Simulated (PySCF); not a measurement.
# chlorogermane (GeH3Cl): runs on many settings

Aim: see how chlorogermane (GeH3Cl) (`[Cl][GeH3]`) answers to the choice of functional, basis, grid and SCF options.

Programs: PySCF 2.14.0, with density-fitted response routines of our own. Each step states its level of theory. These are calculated values for one molecule, in the gas phase or a continuum, unless marked as measured. Atoms count from 0, in the outputs and in this text.

## (1) The molecule as given

5 atoms, charge 0, multiplicity 1; geometry from: GFN2-xTB.

Bonds of the start (Å): Cl0–Ge1 2.09, Ge1–H2 1.50, Ge1–H3 1.50, Ge1–H4 1.50.

## (2) NMR shieldings: PBE0/pcSseg-1

Job settings and geometry (Å):

```
{"job": {"kind": "nmr", "xc": "PBE0", "basis": "pcSseg-1"}, "charge": 0, "multiplicity": 1}
Cl     1.958124    -0.058132     0.107447
Ge    -0.122726     0.004327    -0.010616
H     -0.699419    -0.542118     1.261866
H     -0.557594     1.427212    -0.200826
H     -0.569764    -0.828437    -1.175056
```

Method: GIAO PBE0/pcSseg-1 NMR shielding, non-relativistic, gas phase.

The run is started by

```bash
OMP_NUM_THREADS=1 python probes_run.py task.json out
```

This one command runs all jobs of the session in turn.

The log of the run:

```text
coarse grid: 21152 points
cycle   1  E = -2538.3212768207  dE = -6.095e-01  |g| = 8.742e-01  |ddm| = 2.076e+00
cycle   2  E = -2538.2963548600  dE =  2.492e-02  |g| = 9.096e-01  |ddm| = 9.187e-01
cycle   3  E = -2538.3742456549  dE = -7.789e-02  |g| = 7.220e-02  |ddm| = 5.765e-01
cycle   4  E = -2538.3749811347  dE = -7.355e-04  |g| = 1.255e-02  |ddm| = 6.729e-02
cycle   5  E = -2538.3750229571  dE = -4.182e-05  |g| = 1.759e-03  |ddm| = 1.497e-02
cycle   6  E = -2538.3750236428  dE = -6.857e-07  |g| = 4.413e-04  |ddm| = 2.172e-03
final grid: 40904 points
cycle   7  E = -2538.3750230406  dE = -1.451e-08  |g| = 4.289e-04  |ddm| = 9.083e-04
cycle   8  E = -2538.3750230466  dE = -6.063e-09  |g| = 4.313e-04  |ddm| = 7.604e-04
cycle   9  E = -2538.3750230747  dE = -2.803e-08  |g| = 4.005e-05  |ddm| = 3.407e-04
cycle  10  E = -2538.3750230748  dE = -1.828e-10  |g| = 2.804e-06  |ddm| = 2.376e-05
converged SCF energy = -2538.3750230748

GIAO shielding tensors (ppm)
atom      isotropic    diamagn.    paramagn.     s11        s22        s33       span
  0 Cl    1093.131    1148.470     -55.340   1034.637   1122.355   1122.400     87.763
  1 Ge    1435.097    2755.711   -1320.613   1332.562   1332.629   1640.101    307.539
  2 H       26.798      28.135      -1.337     19.711     22.193     38.490     18.779
  3 H       26.800      28.136      -1.336     19.712     22.193     38.495     18.782
  4 H       26.802      28.140      -1.337     19.712     22.195     38.500     18.788
```

Run time: 3.6 s. Hardware: 1 thread of Arm Neoverse V1, shared host; peak memory 0.4 GiB.

The references, computed at this level on geometries of the same kind, shield at (ppm): 1H TMS 31.72, 73Ge GeMe4 1331, 35Cl HCl 950. Their shielding less the atom's gives the shift. The references are single molecules in the gas phase. Atoms listed in one row are averaged.

| atoms | environment | σ (ppm) | δ (ppm) |
| --- | --- | --- | --- |
| H2, H3, H4 | hydrogen on a germanium bonded to Cl | 26.80 | 4.92 |
| Cl0 | chlorine bonded to Ge | 1093 | -143 |
| Ge1 | germanium bonded to Cl, 3 H | 1435 | -104 |

The run also stored atomic charges by several schemes (e):

| atoms | Mulliken | IAO | Hirshfeld | ESP fit |
| --- | --- | --- | --- | --- |
| Cl0 | -0.33 | -0.31 | -0.15 | -0.19 |
| Ge1 | 0.32 | 0.57 | 0.33 | 0.23 |

Mayer bond orders: Cl0–Ge1 0.96.

## (3) Excited states and response: PBE0/def2-SVPD

Job settings and geometry (Å):

```
{"job": {"kind": "uv", "xc": "PBE0", "basis": "def2-SVPD", "nstates": 6, "ntriplets": 2}, "charge": 0, "multiplicity": 1}
Cl     1.958124    -0.058132     0.107447
Ge    -0.122726     0.004327    -0.010616
H     -0.699419    -0.542118     1.261866
H     -0.557594     1.427212    -0.200826
H     -0.569764    -0.828437    -1.175056
```

With the program's defaults for keys left out, this is: TDDFT PBE0/def2-SVPD, vertical, gas phase, core orbitals frozen in the response.

The log of the run:

```text
coarse grid: 21152 points
cycle   1  E = -2538.1901110700  dE = -5.550e-01  |g| = 4.164e-01  |ddm| = 2.284e+00
cycle   2  E = -2538.1803428464  dE =  9.768e-03  |g| = 4.906e-01  |ddm| = 7.426e-01
cycle   3  E = -2538.2153721103  dE = -3.503e-02  |g| = 1.008e-02  |ddm| = 4.495e-01
cycle   4  E = -2538.2153952746  dE = -2.316e-05  |g| = 6.255e-03  |ddm| = 2.562e-02
cycle   5  E = -2538.2154069635  dE = -1.169e-05  |g| = 6.283e-04  |ddm| = 7.858e-03
cycle   6  E = -2538.2154070635  dE = -1.000e-07  |g| = 1.693e-04  |ddm| = 1.168e-03
final grid: 40904 points
cycle   7  E = -2538.2153867970  dE = -5.509e-09  |g| = 1.421e-04  |ddm| = 7.463e-04
cycle   8  E = -2538.2153867981  dE = -1.093e-09  |g| = 1.289e-04  |ddm| = 3.765e-04
cycle   9  E = -2538.2153868019  dE = -3.717e-09  |g| = 9.989e-06  |ddm| = 1.726e-04
cycle  10  E = -2538.2153868019  dE = -1.000e-11  |g| = 9.761e-07  |ddm| = 8.000e-06
converged SCF energy = -2538.2153868019

Static polarisability (au): isotropic 44.224, principal 40.599 40.603 51.469

Singlet excitations
state   eV       nm        f      main configurations
  1   7.1436    173.6   0.01905   H->L 0.96
  2   7.1440    173.6   0.01906   H-1->L 0.96
  3   7.9901    155.2   0.00988   H->L+1 0.96
  4   7.9904    155.2   0.00983   H-1->L+1 0.96
  5   8.6620    143.1   0.00000   H-1->L+2 0.49, H->L+3 0.49
  6   8.8949    139.4   0.01942   H->L+2 0.28, H-1->L+3 0.27, H->L+3 0.16

Triplet excitations (Tamm-Dancoff, eV): 6.6904 6.6908
```

Wall time 2.9 s (1 thread of Arm Neoverse V1, shared host); peak memory 0.37 GiB.

The orbitals next to the gap, with their largest atomic shares:

| orbital | eV | atoms |
| --- | --- | --- |
| HOMO−3 | -10.81 | Ge1 34 %, Cl0 30 %, H4 20 % |
| HOMO−2 | -10.81 | Ge1 34 %, Cl0 30 %, H2 20 % |
| HOMO−1 | -8.92 | Cl0 64 %, Ge1 17 %, H4 10 % |
| HOMO | -8.92 | Cl0 64 %, Ge1 17 %, H2 12 % |
| LUMO | -0.32 | Ge1 38 %, Cl0 29 %, H3 11 % |
| LUMO+1 | 0.26 | Ge1 56 %, Cl0 14 %, H2 10 % |
| LUMO+2 | 1.20 | Ge1 55 %, H4 14 %, H3 12 % |

With each of the 6 states as a Gaussian band of 0.4 eV half-width at 1/e, the curve within the window shown has maxima at 174 nm (ε 1,500), 156 nm (ε 820), 140 nm (ε 790) L/(mol cm). Beyond the last state computed it falls off for lack of states. The curve at chosen wavelengths:

| nm | ε (L/mol/cm) |
| --- | --- |
| 135 | 448 |
| 137 | 663 |
| 139 | 783 |
| 141 | 759 |
| 144 | 557 |
| 146 | 455 |
| 148 | 456 |
| 150 | 553 |
| 152 | 689 |
| 154 | 793 |
| 157 | 806 |
| 159 | 745 |
| 161 | 696 |
| 163 | 717 |
| 165 | 835 |
| 167 | 1034 |
| 170 | 1365 |
| 172 | 1513 |
| 174 | 1550 |
| 176 | 1465 |
| 178 | 1283 |
| 180 | 1046 |
| 183 | 678 |
| 185 | 470 |
| 187 | 308 |
| 189 | 191 |

Ground-state properties from the same run:

| property | computed |
| --- | --- |
| dipole moment (D) | 1.65 |
| polarisability (Å³) | 6.55 |
| HOMO–LUMO gap (eV) | 8.60 |
| −ε(HOMO) (eV) | 8.92 |

## (4) J couplings: PBE0/STO-3G in chloroform

Job settings and geometry (Å):

```
{"job": {"kind": "j", "xc": "PBE0", "basis": "STO-3G", "solvent": "chloroform", "grid": 3, "scf": {"damp": 0.1}}, "charge": 0, "multiplicity": 1}
Cl     1.958124    -0.058132     0.107447
Ge    -0.122726     0.004327    -0.010616
H     -0.699419    -0.542118     1.261866
H     -0.557594     1.427212    -0.200826
H     -0.569764    -0.828437    -1.175056
```

With the program's defaults for keys left out, this is: PBE0/STO-3G indirect spin-spin coupling, non-relativistic, IEF-PCM chloroform.

The log of the run:

```text
damping 0.10 in the first 6 cycles
final grid: 68944 points
cycle   1  E = -2509.7072595687  dE = -2.555e+00  |g| = 3.160e-01  |ddm| = 2.401e+00
cycle   2  E = -2509.7436050303  dE = -3.635e-02  |g| = 9.289e-02  |ddm| = 8.146e-01
cycle   3  E = -2509.7462686021  dE = -2.664e-03  |g| = 3.761e-02  |ddm| = 2.361e-01
cycle   4  E = -2509.7467393058  dE = -4.707e-04  |g| = 1.703e-02  |ddm| = 1.054e-01
cycle   5  E = -2509.7468298314  dE = -9.053e-05  |g| = 7.437e-03  |ddm| = 4.629e-02
cycle   6  E = -2509.7468438651  dE = -1.403e-05  |g| = 4.506e-03  |ddm| = 2.292e-02
cycle   7  E = -2509.7468489856  dE = -5.120e-06  |g| = 2.712e-03  |ddm| = 1.382e-02
cycle   8  E = -2509.7468519077  dE = -2.922e-06  |g| = 2.497e-06  |ddm| = 5.202e-03
cycle   9  E = -2509.7468519077  dE = -5.912e-12  |g| = 5.943e-07  |ddm| = 1.047e-05
converged SCF energy = -2509.7468519077

Indirect spin-spin couplings (Hz)
  i      j    bonds     total        FC       PSO       DSO        SD
  2 H    3 H    2      5.301     9.465     0.530    -4.752     0.059
  2 H    4 H    2      5.297     9.462     0.530    -4.754     0.059
  3 H    4 H    2      5.301     9.469     0.530    -4.757     0.059
```

Wall time 1.5 s (1 thread of Arm Neoverse V1, shared host); peak memory 0.37 GiB.

This basis has no tight s functions, so the Fermi-contact terms are rough.

Couplings of 1 Hz or more, nine at most for each number of bonds, with means over like pairs (isotopes 1H):

| pair | bonds | J (Hz) | Fermi contact (Hz) |
| --- | --- | --- | --- |
| H2–H3 | 2 | 5.3 | 9.5 |

The response was solved for the nuclei of H alone, so couplings that need other nuclei can be missing.

Quadrupole couplings from the field gradients of the same density:

| atom | isotope | eQq/h (MHz) | η |
| --- | --- | --- | --- |
| Cl0 | 35Cl | -54.9 | 0.00 |
| Ge1 | 73Ge | -50.3 | 0.00 |

Shifts (PBE0/pcSseg-1, unscaled) and these couplings together give the proton spectrum at 400 MHz below. Couplings to quadrupolar nuclei are left out.

1H NMR δ 4.92 (s, 3H).

## (5) Spin-spin couplings: B3LYP/def2-SVP

Job settings and geometry (Å):

```
{"job": {"kind": "j", "xc": "B3LYP", "basis": "def2-SVP"}, "charge": 0, "multiplicity": 1}
Cl     1.958124    -0.058132     0.107447
Ge    -0.122726     0.004327    -0.010616
H     -0.699419    -0.542118     1.261866
H     -0.557594     1.427212    -0.200826
H     -0.569764    -0.828437    -1.175056
```

Level: B3LYP/def2-SVP indirect spin-spin coupling, non-relativistic, gas phase.

The log of the run:

```text
coarse grid: 21152 points
cycle   1  E = -2538.6516605803  dE = -5.453e-01  |g| = 4.624e-01  |ddm| = 2.083e+00
cycle   2  E = -2538.6339494883  dE =  1.771e-02  |g| = 5.664e-01  |ddm| = 8.908e-01
cycle   3  E = -2538.6835261070  dE = -4.958e-02  |g| = 1.605e-02  |ddm| = 5.226e-01
cycle   4  E = -2538.6836028010  dE = -7.669e-05  |g| = 7.527e-03  |ddm| = 3.186e-02
cycle   5  E = -2538.6836200226  dE = -1.722e-05  |g| = 1.030e-03  |ddm| = 1.065e-02
cycle   6  E = -2538.6836202353  dE = -2.127e-07  |g| = 1.914e-04  |ddm| = 1.337e-03
final grid: 40904 points
cycle   7  E = -2538.6835963375  dE = -4.716e-09  |g| = 1.610e-04  |ddm| = 4.081e-04
cycle   8  E = -2538.6835963385  dE = -1.005e-09  |g| = 1.602e-04  |ddm| = 3.162e-04
cycle   9  E = -2538.6835963430  dE = -4.466e-09  |g| = 1.570e-05  |ddm| = 1.440e-04
cycle  10  E = -2538.6835963430  dE = -6.457e-11  |g| = 1.139e-06  |ddm| = 1.156e-05
converged SCF energy = -2538.6835963430

Indirect spin-spin couplings (Hz)
  i      j    bonds     total        FC       PSO       DSO        SD
  2 H    3 H    2     10.104    14.012     0.910    -4.886     0.068
  2 H    4 H    2     10.103    14.013     0.910    -4.889     0.068
  3 H    4 H    2     10.108    14.020     0.910    -4.891     0.068
```

Run time: 2.6 s. Hardware: 1 thread of Arm Neoverse V1, shared host; peak memory 0.37 GiB.

The basis is not made for couplings: without tight functions at the nuclei these values are rough.

Key values: J(H2,H3) 10.1 Hz (means over like pairs).

## (6) Nuclear shieldings: PW91/def2-TZVPP

Job settings and geometry (Å):

```
{"job": {"kind": "nmr", "xc": "PW91", "basis": "def2-TZVPP", "pop": true, "scf": {"aux": "def2-universal-jkfit"}}, "charge": 0, "multiplicity": 1}
Cl     1.958124    -0.058132     0.107447
Ge    -0.122726     0.004327    -0.010616
H     -0.699419    -0.542118     1.261866
H     -0.557594     1.427212    -0.200826
H     -0.569764    -0.828437    -1.175056
```

With the program's defaults for keys left out, this is: GIAO PW91/def2-TZVPP NMR shielding, non-relativistic, gas phase.

The log of the run:

```text
final grid: 40904 points
cycle   1  E = -2539.1183182052  dE = -4.917e-01  |g| = 8.770e-01  |ddm| = 1.663e+00
cycle   2  E = -2539.0319923275  dE =  8.633e-02  |g| = 1.249e+00  |ddm| = 9.537e-01
cycle   3  E = -2539.1784165867  dE = -1.464e-01  |g| = 9.968e-02  |ddm| = 6.648e-01
cycle   4  E = -2539.1808939588  dE = -2.477e-03  |g| = 3.195e-02  |ddm| = 1.084e-01
cycle   5  E = -2539.1811570733  dE = -2.631e-04  |g| = 3.640e-03  |ddm| = 2.764e-02
cycle   6  E = -2539.1811600177  dE = -2.944e-06  |g| = 1.383e-03  |ddm| = 5.344e-03
cycle   7  E = -2539.1811603383  dE = -3.206e-07  |g| = 3.578e-04  |ddm| = 1.225e-03
cycle   8  E = -2539.1811603746  dE = -3.626e-08  |g| = 2.896e-05  |ddm| = 3.523e-04
cycle   9  E = -2539.1811603748  dE = -2.165e-10  |g| = 3.509e-06  |ddm| = 2.314e-05
converged SCF energy = -2539.1811603748

GIAO shielding tensors (ppm)
atom      isotropic    diamagn.    paramagn.     s11        s22        s33       span
  0 Cl    1061.818    1148.025     -86.207   1019.283   1083.061   1083.109     63.825
  1 Ge    1411.205    2758.181   -1346.976   1304.185   1304.247   1625.182    320.998
  2 H       26.520      27.923      -1.403     19.427     21.995     38.138     18.711
  3 H       26.522      27.923      -1.401     19.428     21.995     38.142     18.715
  4 H       26.524      27.925      -1.401     19.427     21.996     38.148     18.720
```

It took 7.3 s on 1 thread of Arm Neoverse V1, shared host; peak memory 0.51 GiB.

In short: σ Cl0 1062, Ge1 1411, H2 26.52 ppm (means over like atoms).

## (7) Side by side: NMR shifts

Isotropic shieldings (ppm), means over like atoms, with basis size and wall time:

| run | H2 | Cl0 | Ge1 | functions | time |
| --- | --- | --- | --- | --- | --- |
| PBE0/pcSseg-1 | 26.80 | 1093 | 1435 | 80 | 3.6 s |
| PW91/def2-TZVPP | 26.52 | 1062 | 1411 | 132 | 7.3 s |

## (8) Comparing the runs: spin-spin couplings

Couplings (Hz), each a mean over the pairs like the one named, with basis size and wall time:

| run | H2–H3 | functions | time |
| --- | --- | --- | --- |
| PBE0/STO-3G in chloroform | 5.3 | 30 | 1.5 s |
| B3LYP/def2-SVP | 10.1 | 65 | 2.6 s |

## (9) Summary of results

| quantity | value |
| --- | --- |
| 1H shifts against TMS (PBE0/pcSseg-1, means over atoms taken as alike) | 4.92 ppm |
| 35Cl shifts against HCl (PBE0/pcSseg-1) | -143 ppm |
| 73Ge shifts against GeMe4 (PBE0/pcSseg-1) | -104 ppm |
| lowest singlet (PBE0/def2-SVPD) | 7.14 eV (174 nm), f = 0.019 |
| brightest single state of those computed | state 6, 8.89 eV, f = 0.019 |
| lowest triplet | 6.69 eV |
| largest coupling of the table (PBE0/STO-3G) | 2J(H,H) H2–H3, 5.3 Hz |
| range of the shielding of Cl0 | 1062 to 1093 ppm |
| range of J(H2,H3), mean over like pairs | 5.3 to 10.1 Hz |
| property runs in this session | 5, of which 0 failed and 1 gave unsound results |

In words: Single values in the summary come from the first run of each kind that ended normally (PBE0/pcSseg-1; PBE0/def2-SVPD; PBE0/STO-3G), which need not be the best level. A minimal basis gives no usable values, so read them as a test of settings alone. At PBE0/pcSseg-1: The widest tensor belongs to Ge1: span 308 ppm, with a paramagnetic part of -1321 ppm. The first singlet state (HOMO→LUMO 0.96) lies at 7.14 eV and is weak; of the 6 states computed, the strongest absorption comes from states 1 to 2 together at 7.14 eV. The lowest triplet lies 0.45 eV below the lowest singlet (triplets in Tamm-Dancoff, singlets in full TDDFT). In the run at PBE0/STO-3G, the largest coupling of the table is H2–H3 (mean over like pairs), 5.3 Hz, of which the Fermi-contact term gives 9.5 Hz. Across the 2 runs the shielding of Cl0 moves most, between 1062 (PW91/def2-TZVPP) and 1093 ppm (PBE0/pcSseg-1). The coupling H2–H3, as a mean over pairs of its kind, runs from 5.3 Hz (PBE0/STO-3G in chloroform) to 10.1 Hz (B3LYP/def2-SVP). Spin-orbit coupling is left out, which matters for shieldings and couplings at and beside the heavy atoms. Couplings from bases without tight functions are rough.
